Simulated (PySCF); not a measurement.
# [Pm(H2O)2]3+: forces at shaken geometries

Aim: move all atoms of relaxed [Pm(H2O)2]3+ at random and read energies and forces. The structure is generated, not taken from experiment.

The runs use PySCF 2.14.0; PBE, Pm lcecp-1-SVP with ECP50, O def2-SVP, H def2-SVP; scalar-relativistic core potentials, no spin–orbit coupling.

4 further runs of the same task are left out: 2 for a known fault of the program, 2 that didn't finish.

### Step 1. The system as given

7 atoms, charge 3, spin multiplicity 1.

Bond lengths: Pm1–O2 2.290 Å, Pm1–O5 2.290 Å, O2–H3 1.004 Å, O2–H4 1.005 Å, O5–H6 1.005 Å, O5–H7 1.004 Å. Angles: O2–Pm1–O5 112.1°, Pm1–O2–H3 129.8°, Pm1–O2–H4 127.7°, H3–O2–H4 102.5°, Pm1–O5–H6 128.1°, Pm1–O5–H7 129.4°, H6–O5–H7 102.5°.

Geometry (Å):

```xyz
7
charge 3, multiplicity 1
Pm   -0.2078   -1.0868   -0.0074
O    -0.0274    0.1678    1.8995
H     0.2504    1.1254    2.0141
H    -0.2053   -0.1220    2.8449
O     0.0895    0.1708   -1.8985
H     0.4472   -0.1253   -2.7898
H    -0.1286    1.1367   -2.0628
```

Formal oxidation states: Pm +3. Each metal's 4 4f electrons lie in its core potential, so multiplicities, spins and levels count the valence alone. An earlier session relaxed this geometry at PBE, Pm lcecp-1-SVP with ECP50, O def2-SVP, H def2-SVP (singlet, point group C1).

Its energy there is -185.517524 Eh.

### Step 2. Atoms moved at random, σ = 0.1 Å

Contents of run.py (the lines that set the calculation):

```python
mol = gto.M(atom='''
Pm    -0.26325    -1.04798     0.10697
O      0.06071     0.23888     1.70089
H      0.21669     1.03784     2.07652
H     -0.40833    -0.26350     2.81240
O      0.06047     0.09609    -1.81241
H      0.61152    -0.03051    -2.75538
H     -0.05990     1.23575    -2.12899''',
    basis={'Pm': 'lcecp-1-SVP', 'O': 'def2-SVP', 'H': 'def2-SVP'},
    ecp={'Pm': 'lcecp-1-SVP'},
    charge=3, spin=0)
mf = dft.RKS(mol, xc='PBE')
mf.grids.atom_grid = (50, 194)  # f atoms: unpruned, at least (60, 302)
mf = mf.density_fit()  # fitting sets: Pm AutoAux, O def2-universal-JKFIT, H def2-universal-JKFIT
mf.conv_tol = 1e-08; mf.max_cycle = 55
mf.kernel(dm0)  # dm0: the density of the relaxed state
```

Command:

```sh
> OMP_NUM_THREADS=2 python run.py
```

The program printed:

```text
init E= -184.970487477103
  HOMO = -1.02053192508584  LUMO = -0.781217672992614  gap/eV = 6.51207
cycle= 1 E= -185.387212233002  delta_E= -0.417  |g|= 0.445  |ddm|= 0.682
  HOMO = -0.777542289203438  LUMO = -0.692293265093088  gap/eV = 2.31974
cycle= 2 E= -185.089572295708  delta_E= 0.298  |g|= 1.27  |ddm|= 1.09
  HOMO = -0.886704158031122  LUMO = -0.681898164024669  gap/eV = 5.57305
cycle= 3 E= -185.425502331139  delta_E= -0.336  |g|= 0.0918  |ddm|= 0.885
  HOMO = -0.870198040099226  LUMO = -0.690283238458394  gap/eV = 4.89573
cycle= 4 E= -185.426325792647  delta_E= -0.000823  |g|= 0.0778  |ddm|= 0.121
  HOMO = -0.875518589419467  LUMO = -0.691744744542666  gap/eV = 5.00074
cycle= 5 E= -185.427466529157  delta_E= -0.00114  |g|= 0.0129  |ddm|= 0.0524
  HOMO = -0.875484956237859  LUMO = -0.690858296589614  gap/eV = 5.02395
cycle= 6 E= -185.427505869616  delta_E= -3.93e-05  |g|= 0.00194  |ddm|= 0.0119
  HOMO = -0.875634517974792  LUMO = -0.69092593670212  gap/eV = 5.02618
cycle= 7 E= -185.427506583381  delta_E= -7.14e-07  |g|= 0.000428  |ddm|= 0.00129
  HOMO = -0.875710240620045  LUMO = -0.690895283216365  gap/eV = 5.02907
cycle= 8 E= -185.427506632414  delta_E= -4.9e-08  |g|= 5.16e-05  |ddm|= 0.00046
  HOMO = -0.875717042340938  LUMO = -0.69090241054779  gap/eV = 5.02906
cycle= 9 E= -185.427506633048  delta_E= -6.34e-10  |g|= 7.23e-06  |ddm|= 5.23e-05
  HOMO = -0.875716810234938  LUMO = -0.690901455384917  gap/eV = 5.02908
Extra cycle  E= -185.427506633047  delta_E= 1.48e-12  |g|= 8.26e-06  |ddm|= 1.55e-05
converged SCF energy = -185.427506633047
```

Run time: 3.2 s. Hardware: 2 threads of Arm Neoverse V2, shared host.

It gives: E = -185.427507 Eh (+2.449 eV from the relaxed state), HOMO -23.83 eV, LUMO -18.80 eV, Mulliken charge on Pm1 +2.05 e, largest force component 6.079 eV/Å. 

```
atom      Fx      Fy  Fz (eV/Å)
 Pm1  -0.260  -1.721     -2.805
  O2  -3.006  -6.076      3.799
  H3   1.555   6.079      2.196
  H4   1.659   1.691     -3.294
  O5   1.430   4.193     -3.874
  H6  -1.265  -0.670      2.344
  H7  -0.113  -3.495      1.634
```

### Step 3. Atoms moved at random, σ = 0.06 Å

Contents of run.py (the lines that set the calculation):

```python
mol = gto.M(atom='''
Pm    -0.33415    -1.02215     0.03001
O     -0.01138     0.07090     1.88703
H      0.32961     1.10741     2.04295
H     -0.24962    -0.13607     2.76909
O      0.07679     0.21050    -1.78692
H      0.46985    -0.10598    -2.90694
H     -0.06318     1.14196    -2.03521''',
    basis={'Pm': 'lcecp-1-SVP', 'O': 'def2-SVP', 'H': 'def2-SVP'},
    ecp={'Pm': 'lcecp-1-SVP'},
    charge=3, spin=0)
mf = dft.RKS(mol, xc='PBE')
mf.grids.atom_grid = (50, 194)  # f atoms: unpruned, at least (60, 302)
mf = mf.density_fit()  # fitting sets: Pm AutoAux, O def2-universal-JKFIT, H def2-universal-JKFIT
mf.conv_tol = 1e-08; mf.max_cycle = 55
mf.kernel(dm0)  # dm0: the density of the relaxed state
```

Command:

```sh
> OMP_NUM_THREADS=2 python run.py
```

The program printed:

```text
init E= -185.313539054643
  HOMO = -0.942551625956821  LUMO = -0.735402393650089  gap/eV = 5.63682
cycle= 1 E= -185.467716503203  delta_E= -0.154  |g|= 0.247  |ddm|= 0.412
  HOMO = -0.820989914420593  LUMO = -0.699414506467293  gap/eV = 3.30824
cycle= 2 E= -185.396320906081  delta_E= 0.0714  |g|= 0.638  |ddm|= 0.583
  HOMO = -0.89561176983025  LUMO = -0.695373514419731  gap/eV = 5.44876
cycle= 3 E= -185.480224153438  delta_E= -0.0839  |g|= 0.0378  |ddm|= 0.439
  HOMO = -0.893428568069634  LUMO = -0.699200767918184  gap/eV = 5.28521
cycle= 4 E= -185.480533944915  delta_E= -0.00031  |g|= 0.00693  |ddm|= 0.0382
  HOMO = -0.893450217184903  LUMO = -0.699236398256732  gap/eV = 5.28483
cycle= 5 E= -185.480536454956  delta_E= -2.51e-06  |g|= 0.00579  |ddm|= 0.00684
  HOMO = -0.893453996119838  LUMO = -0.699128463638683  gap/eV = 5.28787
cycle= 6 E= -185.480542884122  delta_E= -6.43e-06  |g|= 0.00091  |ddm|= 0.00418
  HOMO = -0.893543728331981  LUMO = -0.699128752693185  gap/eV = 5.29030
cycle= 7 E= -185.480543077873  delta_E= -1.94e-07  |g|= 0.000144  |ddm|= 0.000842
  HOMO = -0.893566295436667  LUMO = -0.699128593393066  gap/eV = 5.29092
cycle= 8 E= -185.480543082591  delta_E= -4.72e-09  |g|= 2.53e-05  |ddm|= 0.000121
  HOMO = -0.893576557423195  LUMO = -0.699127009883995  gap/eV = 5.29124
Extra cycle  E= -185.480543082141  delta_E= 4.5e-10  |g|= 5.39e-05  |ddm|= 5.57e-05
converged SCF energy = -185.480543082141
```

Wall time 3 s (2 threads of Arm Neoverse V2, shared host).

It gives: E = -185.480543 Eh (+1.006 eV from the relaxed state), HOMO -24.32 eV, LUMO -19.02 eV, Mulliken charge on Pm1 +2.10 e, largest force component 4.339 eV/Å. 

```
atom      Fx      Fy  Fz (eV/Å)
 Pm1  -0.193  -0.981     -0.874
  O2   1.680   4.339     -1.697
  H3  -0.674  -2.485     -0.470
  H4  -0.856  -1.061      3.332
  O5   1.568  -1.943     -4.201
  H6  -1.223   0.710      3.792
  H7  -0.302   1.421      0.117
```

### Step 4. Atoms moved at random, σ = 0.03 Å

Contents of run.py (the lines that set the calculation):

```python
mol = gto.M(atom='''
Pm    -0.22636    -1.11493    -0.04906
O     -0.04155     0.13163     1.86016
H      0.28151     1.11865     2.01908
H     -0.17345    -0.10583     2.85058
O      0.07730     0.15983    -1.91853
H      0.45893    -0.08373    -2.76584
H     -0.15846     1.16095    -1.99640''',
    basis={'Pm': 'lcecp-1-SVP', 'O': 'def2-SVP', 'H': 'def2-SVP'},
    ecp={'Pm': 'lcecp-1-SVP'},
    charge=3, spin=0)
mf = dft.RKS(mol, xc='PBE')
mf.grids.atom_grid = (50, 194)  # f atoms: unpruned, at least (60, 302)
mf = mf.density_fit()  # fitting sets: Pm AutoAux, O def2-universal-JKFIT, H def2-universal-JKFIT
mf.conv_tol = 1e-08; mf.max_cycle = 55
mf.kernel(dm0)  # dm0: the density of the relaxed state
```

Command:

```sh
> OMP_NUM_THREADS=2 python run.py
```

The program printed:

```text
init E= -185.461073401582
  HOMO = -0.903896724194668  LUMO = -0.718398607365389  gap/eV = 5.04766
cycle= 1 E= -185.510596389939  delta_E= -0.0495  |g|= 0.0876  |ddm|= 0.16
  HOMO = -0.866166673814298  LUMO = -0.711480995163653  gap/eV = 4.20921
cycle= 2 E= -185.502767969627  delta_E= 0.00783  |g|= 0.216  |ddm|= 0.216
  HOMO = -0.89349374294223  LUMO = -0.709465917508771  gap/eV = 5.00765
cycle= 3 E= -185.512341755168  delta_E= -0.00957  |g|= 0.00753  |ddm|= 0.145
  HOMO = -0.894079393261828  LUMO = -0.709880237189315  gap/eV = 5.01231
cycle= 4 E= -185.51235171925  delta_E= -9.96e-06  |g|= 0.00416  |ddm|= 0.0092
  HOMO = -0.894278356438874  LUMO = -0.709838619912213  gap/eV = 5.01886
cycle= 5 E= -185.512354876874  delta_E= -3.16e-06  |g|= 0.00113  |ddm|= 0.00324
  HOMO = -0.894318751825935  LUMO = -0.709861977119414  gap/eV = 5.01932
cycle= 6 E= -185.512355125485  delta_E= -2.49e-07  |g|= 0.000143  |ddm|= 0.000838
  HOMO = -0.894330123265567  LUMO = -0.709856198141692  gap/eV = 5.01979
cycle= 7 E= -185.512355130901  delta_E= -5.42e-09  |g|= 1.47e-05  |ddm|= 0.000155
  HOMO = -0.894333513349809  LUMO = -0.709855378426128  gap/eV = 5.01991
Extra cycle  E= -185.512355130809  delta_E= 9.19e-11  |g|= 2.63e-05  |ddm|= 3e-05
converged SCF energy = -185.512355130809
```

Wall time 2.8 s (2 threads of Arm Neoverse V2, shared host).

Result: E = -185.512355 Eh (+0.141 eV from the relaxed state), HOMO -24.34 eV, LUMO -19.32 eV, Mulliken charge on Pm1 +2.15 e, largest force component 2.004 eV/Å. 

```
atom      Fx      Fy  Fz (eV/Å)
 Pm1  -0.028  -0.090      0.179
  O2   0.553   1.547      1.301
  H3  -0.458  -1.360     -0.594
  H4  -0.074  -0.232     -0.810
  O5  -1.049   1.543      2.004
  H6   0.736  -0.358     -1.850
  H7   0.319  -1.049     -0.231
```

### Step 5. The displacements side by side

| σ (Å) | energy rise (eV) | harmonic estimate −½ F·u (eV) | largest force component (eV/Å) |
| --- | --- | --- | --- |
| 0.1 | 2.449 | 2.041 | 6.08 |
| 0.06 | 1.006 | 0.850 | 4.34 |
| 0.03 | 0.141 | 0.142 | 2.00 |

Every displacement raises the energy. For a harmonic well the rise equals −½ F·u; the two differ by at most 17 % here (a move with σ = 0.1 Å), from anharmonicity, the grid and the small forces left at the relaxed point. The bases are small and lack diffuse functions. Spin–orbit coupling is left out.
